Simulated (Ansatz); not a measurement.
**C4H8Br2: small, medium and large basis sets**

The task here is to estimate one member of a computed series from the others.

Method: one geometry, several basis sets; program: Ansatz 0.2.0, Gaussian basis.

Levels to be run: PBE0-D4/def2-SVP; ωB97M-V/def2-SVP; PBE0-D4/def2-QZVPP; ωB97M-V/def2-QZVPP; the functionals' def2-TZVPP values are taken from earlier runs.

### Structure used throughout

All runs share one geometry, relaxed beforehand with PBE0-D4 in a triple-zeta def2 set.

SMILES `BrCCCCBr`, 14 atoms, charge 0, spin multiplicity 1.

Atoms are counted from 1 here; the program's logs count them from 0.

Bond lengths: Br1–C2 1.954 Å, C2–C3 1.508 Å, C2–H7 1.089 Å, C2–H8 1.088 Å, C3–C4 1.517 Å, C3–H9 1.096 Å, C3–H10 1.095 Å, C4–C5 1.508 Å, C4–H11 1.095 Å, C4–H12 1.096 Å, C5–Br6 1.954 Å, C5–H13 1.089 Å, C5–H14 1.088 Å. Angles: Br1–C2–C3 112.6°, Br1–C2–H7 105.3°, Br1–C2–H8 105.0°, C3–C2–H7 112.2°, C3–C2–H8 111.9°, H7–C2–H8 109.3°, C2–C3–C4 114.0°, C2–C3–H9 107.1°, C2–C3–H10 109.6°, C4–C3–H9 109.2°, C4–C3–H10 110.1°, H9–C3–H10 106.6°, C3–C4–C5 114.0°, C3–C4–H11 110.1°, C3–C4–H12 109.2°, C5–C4–H11 109.6°, C5–C4–H12 107.0°, H11–C4–H12 106.6° and more.

The first run:

Input file in.yaml:

```yaml
crystal:
  periodic: [false, false, false]
  atoms:
    - {symbol: Br, position_ang: [-2.338116, 0.255883, 1.932084]}
    - {symbol: C, position_ang: [-0.430273, 0.649062, 1.780677]}
    - {symbol: C, position_ang: [0.043994, 0.671658, 0.349712]}
    - {symbol: C, position_ang: [-0.043226, -0.671916, -0.349366]}
    - {symbol: C, position_ang: [0.429813, -0.649096, -1.780726]}
    - {symbol: Br, position_ang: [2.337135, -0.254075, -1.933902]}
    - {symbol: H, position_ang: [0.070026, -0.119655, 2.368084]}
    - {symbol: H, position_ang: [-0.301572, 1.613600, 2.266291]}
    - {symbol: H, position_ang: [1.088476, 1.005045, 0.362417]}
    - {symbol: H, position_ang: [-0.518637, 1.424468, -0.211631]}
    - {symbol: H, position_ang: [0.520148, -1.424514, 0.211517]}
    - {symbol: H, position_ang: [-1.087598, -1.005695, -0.361286]}
    - {symbol: H, position_ang: [-0.071764, 0.119048, -2.367788]}
    - {symbol: H, position_ang: [0.301604, -1.613831, -2.266082]}
basis:
  gaussian: {orbitals: def2-SVP}
hamiltonian: {xc: pbe0, dispersion: d4}
output: {orbitals: {seedname: orbitals}}
```

Command:

```bash
> ansatz run in.yaml --threads 2 --pin off --events-out ev --progress --plain --max-ram 31744MiB --backend cpu
```

Among the steps run: PBE0-D4 in def2-SVP; ωB97M-V in def2-SVP; PBE0-D4 in def2-QZVPP; ωB97M-V in def2-QZVPP.

One of the session's tables, all rows but one given; the rest of the session is left out.

It belongs to the step «Functionals by basis». 

| functional | basis | HOMO (eV) | LUMO (eV) |
| --- | --- | --- | --- |
| PBE0-D4 | def2-SVP | -7.78 | 0.27 |
| PBE0-D4 | def2-TZVPP | -7.93 | 0.01 |
| PBE0-D4 | def2-QZVPP | -7.94 | -0.16 |
| ωB97M-V | def2-SVP | ? | ? |
| ωB97M-V | def2-TZVPP | -10.19 | 2.02 |
| ωB97M-V | def2-QZVPP | -10.21 | 1.53 |

Estimate the missing values for ωB97M-V, def2-SVP.

**Answer.** HOMO (eV): -10.03; LUMO (eV): 2.44. In the column «HOMO (eV)» it lies between ωB97M-V, def2-TZVPP (-10.19) and PBE0-D4, def2-QZVPP (-7.94).
